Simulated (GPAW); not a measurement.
# Cd2S (P3m1) in GPAW: equation of state

Aim: energy against volume of Cd2S in PBE, for its equilibrium volume and stiffness.

Program: GPAW 26.7.0. These are calculated values, not measurements. Logs are shortened: lines on timing, memory, paths and dates and some standing lists are left out, and cuts for length are marked. The log counts tension as positive stress, the text compression.

## Step 1: The structure

Symmetry: P3m1, No. 156, trigonal system. Conventional cell: a = 3.963 Å, b = 3.963 Å, c = 5.809 Å, α = 90.00°, β = 90.00°, γ = 120.00°. Cd (site symmetry 3m) is surrounded by 1 S at 2.52 Å. Cd (site symmetry 3m) is surrounded by 3 S at 2.60 Å. S (site symmetry 3m) is surrounded by 4 Cd at 2.52 to 2.60 Å.

The cell comes from a database or a generator and needn't be the stable form of this composition.

## Step 2: Equation of state, PBE

The input, run.py:

```python
from ase.eos import EquationOfState
from ase.io import Trajectory, read
from ase.units import GPa
from gpaw import GPAW, PW

atoms = read('Cd2S.xyz')

traj = Trajectory('eos.traj', 'w')
volumes, energies = [], []
for x in [0.94, 0.96, 0.98, 1.0, 1.02, 1.04, 1.06]:
    a = atoms.copy()
    a.set_cell(atoms.cell * x**(1 / 3), scale_atoms=True)
    calc = GPAW(mode=PW(600),
                xc='PBE',
                kpts={'size': (8, 8, 5), 'gamma': True},
                occupations={'name': 'fermi-dirac', 'width': 0.05},
                nbands=26,
                convergence={'density': 1e-05, 'energy': 1e-05},
                maxiter=150,
                txt=f'eos-{x:.2f}.txt')
    a.calc = calc
    energies.append(a.get_potential_energy(force_consistent=True))
    volumes.append(a.get_volume())
    p = -a.get_stress()[:3].mean() / GPa
    calc.write(f'eos-{x:.2f}.gpw')
    traj.write(a)
    print(f'{x:.2f} {volumes[-1]:10.4f} A^3 {energies[-1]:14.6f} eV {p:9.3f} GPa', flush=True)

v0, e0, B = EquationOfState(volumes, energies, eos='birchmurnaghan').fit()
print(f'V0 = {v0:.4f} A^3, E0 = {e0:.6f} eV, B0 = {B / GPa:.2f} GPa')
```

The input, Cd2S.xyz:

```xyz
3
Lattice="3.9626700490 0.0000000000 0.0000000000 -1.9813350245 3.4317729293 0.0000000000 0.0000000000 0.0000000000 5.8091920000" Properties=species:S:1:pos:R:3 pbc="T T T"
Cd    -0.0000000002      2.2878486196      5.4183321347
Cd     1.9813350247      1.1439243097      3.3619827321
S     -0.0000000002      2.2878486196      2.1244505604
```

Potentials or basis: GPAW PAW data sets (gpaw-data 1.2.1), pw.

Command:

```sh
$ OMP_NUM_THREADS=1 python run.py
```

The program printed:

```text
__  _  _
 | _ |_)|_||  |
 |__||  | ||/\| - 26.7.0

Input parameters:
  mode=PW(ecut=600.0),
  convergence={'density': 1e-05, 'energy': 1e-05},
  kpts=MonkhorstPack(size=(8, 8, 5), gamma=True),
  maxiter=150,
  nbands=26,
  occupations=Occupations(name='fermi-dirac', width=0.05),
  xc=XC(name='PBE')

Diagonalizing LCAO Hamiltonian
Converting LCAO to pw mode

        Cd

            Cd
        S

Atoms  # Å, Bohr magnetons
|   | symbol |         x |        y |        z |    initial magnetic moments |
|---|--------|-----------|----------|----------|-----------------------------|
| 0 |     Cd | -0.000000 | 2.241145 | 5.307723 | ( 0.0000,  0.0000,  0.0000) |
| 1 |     Cd |  1.940888 | 1.120572 | 3.293352 | ( 0.0000,  0.0000,  0.0000) |
| 2 |      S | -0.000000 | 2.241145 | 2.081082 | ( 0.0000,  0.0000,  0.0000) |

Unit cell  # Å
| periodic |         x |        y |        z |  lengths |     angles |
|----------|-----------|----------|----------|----------|------------|
|      yes |  3.881777 | 0.000000 | 0.000000 | 3.881777 |  90.000000 |
|      yes | -1.940888 | 3.361717 | 0.000000 | 3.881777 |  90.000000 |
|      yes |  0.000000 | 0.000000 | 5.690604 | 5.690604 | 120.000000 |

Number of symmetries: 6
Symmetry operations  # r_c * U_cc + t_c -> r_c
|   | kind |            matrix            |
|---|------|------------------------------|
| 0 |  σ   |  1, 1, 0,  0,-1, 0,  0, 0, 1 |
| 1 |  E   |  1, 0, 0,  0, 1, 0,  0, 0, 1 |
| 2 |  C3  |  0, 1, 0, -1,-1, 0,  0, 0, 1 |
| 3 |  σ   |  0,-1, 0, -1, 0, 0,  0, 0, 1 |
| 4 |  σ   | -1, 0, 0,  1, 1, 0,  0, 0, 1 |
| 5 |  C3  | -1,-1, 0,  1, 0, 0,  0, 0, 1 |

BZ-sampling:
  Number of BZ points: 320
  Number of IBZ points: 40

  Monkhorst-Pack size: [8, 8, 5]
  Monkhorst-Pack shift: [0.0625, 0.0625, 0.0]

K-points  # in reciprocal-cell coordinates
|     |                                coordinates |     weight |
|-----|--------------------------------------------|------------|
|   0 | (  0.00000000,   0.00000000,   0.00000000) | 0.00312500 |
|   1 | (  0.00000000,   0.00000000,   0.20000000) | 0.00625000 |
|   2 | (  0.00000000,   0.00000000,   0.40000000) | 0.00625000 |
|   3 | (  0.12500000,   0.00000000,  -0.40000000) | 0.01875000 |
|   4 | (  0.12500000,   0.00000000,  -0.20000000) | 0.01875000 |
|   5 | (  0.12500000,   0.00000000,   0.00000000) | 0.01875000 |
|   6 | (  0.12500000,   0.00000000,   0.20000000) | 0.01875000 |
|   7 | (  0.12500000,   0.00000000,   0.40000000) | 0.01875000 |
|   8 | (  0.25000000,  -0.12500000,   0.00000000) | 0.01875000 |
|   9 | (  0.25000000,  -0.12500000,   0.20000000) | 0.03750000 |
| ... |                                            |            |
|  39 | (  0.50000000,   0.50000000,   0.40000000) | 0.01875000 |

Plane wave coefficients: 2489
Cutoff: 600.0 eV

Spin-components: 1 (collinear spins)
Bands:           26
Projectors:      17
Spin-degeneracy: 2
Datatype:        complex128

Parallelization:
  kpt:    1
  domain: 1
  band:   1

Density:
  Valence electrons: 30.0
  Components: 1
  Grid points: [24 24 35]
  Charge: 0.0  # |e|

Potential:
  Grid points: [24 24 35]

species:
  Cd:
    name:    Cadmium
    Z:       48.0
    valence: 12
    core:    36
    charge:  0.0  # [|e|]
    compensation charges:
      type: gauss
      rc: 0.38  # [Å]
      lmax: 2
    cutoffs:
      filter: 2.12  # [Å]
      core: 2.62  # [Å]
    projectors
    | kind |    occ | energy [eV] | rcut [Å] |
    |------|--------|-------------|----------|
    |   5s |  2.000 |      -5.655 |    1.191 |
    |   5p |  0.000 |      -1.186 |    1.228 |
    |   4d | 10.000 |     -11.739 |    1.164 |
    |    s |        |      21.556 |    1.191 |
    |    p |        |      26.026 |    1.228 |
    |    d |        |      15.473 |    1.164 |

    Using partial waves for Cd as LCAO basis

  S:
    name:    Sulfur
    Z:       16.0
    valence: 6
    core:    10
    charge:  0.0  # [|e|]
    compensation charges:
      type: gauss
      rc: 0.24  # [Å]
      lmax: 2
    cutoffs:
      filter: 1.77  # [Å]
      core: 1.66  # [Å]
    projectors
    | kind |    occ | energy [eV] | rcut [Å] |
    |------|--------|-------------|----------|
    |   3s |  2.000 |     -17.254 |    0.974 |
    |   3p |  4.000 |      -7.008 |    0.979 |
    |    s |        |       9.957 |    0.974 |
    |    p |        |      20.203 |    0.979 |
    |    d |        |       0.000 |    0.900 |

    Using partial waves for S as LCAO basis

Reference energy: -315203.856570  # eV

eigensolver:
  PPCG
  Converge bands: occupied
  niter=2

density mixing:
  MSR1-Mixer
  Pratt-step length: 0.05
  Maximum mixing coefficient: 0.75
  Old densities: 10
  SVD Regularization: 0.005
  Good broyden scale: 1.0
  Trust region scale: 1.0
  Backstep threshold: 4.0
  History deletion threshold: 6.0
  Fourier metric: weight=20.0, sigma=0.015

occupation numbers:
  Fermi-Dirac:
    width: 0.0500  # eV

poisson solver:
  ecut: 4800.0  # eV

xc functional:
  name: PBE with 2 nearest neighbor stencil

convergence criteria:
[... 6 lines left out ...]
|iter     | |      energy | eigst |  dens |
|---------|-|-------------|-------|-------|
|iter:   1| |   -7.323905 | -0.39 |       |
|iter:   2| |   -7.136463 | -2.18 | -1.25 |
|iter:   3| |   -6.598454 | -1.65 | -1.29 |
|iter:   4| |   -6.595192 | -3.34 | -1.77 |
|iter:   5| |   -6.594613 | -3.72 | -2.11 |
|iter:   6| |   -6.594386 | -4.70 | -2.91 |
|iter:   7| |   -6.594393c| -5.86 | -3.38 |
|iter:   8| |   -6.594394c| -6.83 | -3.88 |
|iter:   9| |   -6.594394c| -8.16c| -4.43 |
|iter:  10| |   -6.594394c| -8.43c| -4.97 |
|iter:  11| |   -6.594394c| -8.86c| -5.59c|

Converged in 11 steps
Energy contributions relative to reference atoms: (reference = -315203.856570)

Energy contributions:
  Kinetic:          24.212767
  Coulomb:         -20.824748
  Zero:              0.254286
  External:          0.000000
  Xc:              -10.235812
  Entropy:          -0.001776
  Spinorbit:         0.000000
  ----------------------------
  Free energy:      -6.595283
  Extrapolated:     -6.594394

dipole moment: (-1.063998, 0.614279, 11.008609)  # |e|*Ang

Fermi level: 4.823
Eigenvalues  # (at kpt = [0.000, 0.000, 0.000])
| band index |      eig [eV] | occ [0-2] |
|------------|---------------|-----------|
|          0 |        -8.296 |     2.000 |
|        ... |               |           |
|          7 |        -3.337 |     2.000 |
|          8 |        -3.337 |     2.000 |
|          9 |        -2.940 |     2.000 |
|         10 |        -2.940 |     2.000 |
|         11 |         0.065 |     2.000 |
|         12 |         0.839 |     2.000 |
[... 8 lines left out ...]
|         21 |        14.843 |     0.000 |
|         22 |        15.425 |     0.000 |
|        ... |               |           |
|         25 |        16.608 |     0.000 |

Gap: 0.216 eV
Transition (v -> c):
  (s=0, k=27, n=14, [0.38, 0.38, 0.20]) -> (s=0, k=38, n=15, [0.50, 0.50, 0.20])
Direct/indirect transitions are different
Direct gap: 0.599 eV
Transition at: (s=0, k=27, n=14, [0.38, 0.38, 0.20])

Stress tensor  # eV/Ang^3
|         x |         y |         z |
|-----------|-----------|-----------|
| -0.013491 |  0.000000 |  0.000000 |
|  0.000000 | -0.013491 |  0.000000 |
|  0.000000 |  0.000000 | -0.021936 |

# Writing to eos-0.94.gpw (mode='')
```

It took 2.4 min on 1 thread of AMD EPYC 9B45 (Zen 5), shared host; peak memory 0.45 GiB.

What came out:

```yaml
Equilibrium_volume: 26.12 Å³/atom
Bulk_modulus_at_fixed_shape_and_positions: 43 GPa
Pressure_derivative_of_the_bulk_modulus: 4.9
```

Energy against volume, from the lowest point:
```
volume (Å³/atom)  energy (meV/atom)
          24.753              10.44
          25.280               3.62
          25.806               0.26
          26.333               0.00
          26.860               2.48
          27.386               7.39
          27.913              14.47
```

Caveat: the cell was scaled at fixed shape and fractional positions, which overstates the stiffness of a crystal with free parameters, most of all of layers and chains.
